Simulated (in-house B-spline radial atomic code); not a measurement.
**Kr²⁺: a fraction of an electron removed from 3p**

Aim: the energy of Kr²⁺ as a fraction of an electron is removed from 3p, to see how far it bends away from a straight line.

Program: in-house B-spline radial atomic code version 1. Level of theory: scalar-relativistic (spin-free one-electron X2C) r2SCAN, spin-polarised, spherical fractional occupations, Fermi nucleus, basis-set limit. These are calculated values, not measurements, unless marked.

**1. The atom as given**

| Item | Value |
| --- | --- |
| element | krypton (Z = 36) |
| charge | +2 |
| electrons | 34 |
| configuration | [Ar] 3d10 4s2 4p4 |
| Hamiltonian | scalar-relativistic (X2C) |
| nucleus | Fermi, rms radius 4.188 fm |

The outer shells:

[Ar] 3d10 4s2 4p4
```
[Ar] core
3d [↑↓][↑↓][↑↓][↑↓][↑↓]
4s [↑↓]
4p [↑↓][↑ ][↑ ]
```

Where spins are not typed, each open shell is filled with up spins first.

**2. The start, at fraction 0**

The run's settings:

```ini
Z = 36
electrons = 34.0
configuration = [Ar] 3d10 4s2 4p4
hamiltonian = x2c
method = r2scan
spin_polarised = True
nucleus = fermi
rms_radius = 4.1884
mass_number = 84
atomic_mass = 83.91149772708
speed_of_light = 137.035999084
```

**3. 0.06 electron removed from 3p**

Settings: those of step 2 with these lines changed.

```diff
@@ -1,4 +1,4 @@
 Z = 36
-electrons = 34.0
-configuration = [Ar] 3d10 4s2 4p4
+electrons = 33.94
+configuration = [Ne] 3s2 3p5.94 3d10 4s2 4p4
 hamiltonian = x2c
```

**4. 0.24 electron removed from 3p**

Settings: those of step 3 with these lines changed.

```diff
@@ -1,4 +1,4 @@
 Z = 36
-electrons = 33.94
-configuration = [Ne] 3s2 3p5.94 3d10 4s2 4p4
+electrons = 33.76
+configuration = [Ne] 3s2 3p5.76 3d10 4s2 4p4
 hamiltonian = x2c
```

**5. 0.34 electron removed from 3p**

Settings: those of step 4 with these lines changed.

```diff
@@ -1,4 +1,4 @@
 Z = 36
-electrons = 33.76
-configuration = [Ne] 3s2 3p5.76 3d10 4s2 4p4
+electrons = 33.66
+configuration = [Ne] 3s2 3p5.66 3d10 4s2 4p4
 hamiltonian = x2c
```

**6. 0.39 electron removed from 3p**

Settings: those of step 5 with these lines changed.

```diff
@@ -1,4 +1,4 @@
 Z = 36
-electrons = 33.66
-configuration = [Ne] 3s2 3p5.66 3d10 4s2 4p4
+electrons = 33.61
+configuration = [Ne] 3s2 3p5.61 3d10 4s2 4p4
 hamiltonian = x2c
```

**7. 0.5 electron removed from 3p**

Settings: those of step 6 with these lines changed.

```diff
@@ -1,4 +1,4 @@
 Z = 36
-electrons = 33.61
-configuration = [Ne] 3s2 3p5.61 3d10 4s2 4p4
+electrons = 33.5
+configuration = [Ne] 3s2 3p5.5 3d10 4s2 4p4
 hamiltonian = x2c
```

**8. 0.59 electron removed from 3p**

Settings: those of step 7 with these lines changed.

```diff
@@ -1,4 +1,4 @@
 Z = 36
-electrons = 33.5
-configuration = [Ne] 3s2 3p5.5 3d10 4s2 4p4
+electrons = 33.41
+configuration = [Ne] 3s2 3p5.41 3d10 4s2 4p4
 hamiltonian = x2c
```

**9. 0.71 electron removed from 3p**

Settings: those of step 8 with these lines changed.

```diff
@@ -1,4 +1,4 @@
 Z = 36
-electrons = 33.41
-configuration = [Ne] 3s2 3p5.41 3d10 4s2 4p4
+electrons = 33.29
+configuration = [Ne] 3s2 3p5.29 3d10 4s2 4p4
 hamiltonian = x2c
```

**10. 0.79 electron removed from 3p**

Settings: those of step 9 with these lines changed.

```diff
@@ -1,4 +1,4 @@
 Z = 36
-electrons = 33.29
-configuration = [Ne] 3s2 3p5.29 3d10 4s2 4p4
+electrons = 33.21
+configuration = [Ne] 3s2 3p5.21 3d10 4s2 4p4
 hamiltonian = x2c
```

**11. 0.9 electron removed from 3p**

Settings: those of step 10 with these lines changed.

```diff
@@ -1,4 +1,4 @@
 Z = 36
-electrons = 33.21
-configuration = [Ne] 3s2 3p5.21 3d10 4s2 4p4
+electrons = 33.1
+configuration = [Ne] 3s2 3p5.1 3d10 4s2 4p4
 hamiltonian = x2c
```

**12. 1 electron removed from 3p**

Settings: those of step 11 with these lines changed.

```diff
@@ -1,4 +1,4 @@
 Z = 36
-electrons = 33.1
-configuration = [Ne] 3s2 3p5.1 3d10 4s2 4p4
+electrons = 33.0
+configuration = [Ne] 3s2 3p5 3d10 4s2 4p4
 hamiltonian = x2c
```

**Question.** How does the energy change with the fraction, and which way and how far does it bend from the straight line between the ends?

**Answer**, as computed:

| fraction | energy change (eV) | less the straight line (eV) | level 3p down (eV) | sum of <r²> (bohr²) |
| --- | --- | --- | --- | --- |
| 0 | 0.0000 | 0.0000 | -224.79 | 25.593 |
| 0.06 | 13.5365 | -0.7846 | -226.43 | 25.360 |
| 0.24 | 54.7381 | -2.5463 | -231.38 | 24.688 |
| 0.34 | 78.0143 | -3.1385 | -234.15 | 24.331 |
| 0.39 | 89.7566 | -3.3305 | -235.54 | 24.157 |
| 0.5 | 115.8354 | -3.5070 | -238.62 | 23.784 |
| 0.59 | 137.4251 | -3.3990 | -241.15 | 23.487 |
| 0.71 | 166.5669 | -2.8994 | -244.55 | 23.104 |
| 0.79 | 186.2217 | -2.3394 | -246.82 | 22.856 |
| 0.9 | 213.5449 | -1.2716 | -249.97 | 22.524 |
| 1 | 238.6850 | 0.0000 | -252.84 | 22.231 |

What this shows: From fraction 0 to 1 the energy changes by 238.685 eV. It sags under the straight line by up to 3.51 eV (at 0.5). Slater's transition state, the slope from the orbital energy at fraction 0.5 (Janak's theorem), gives 238.620 eV for the whole step.
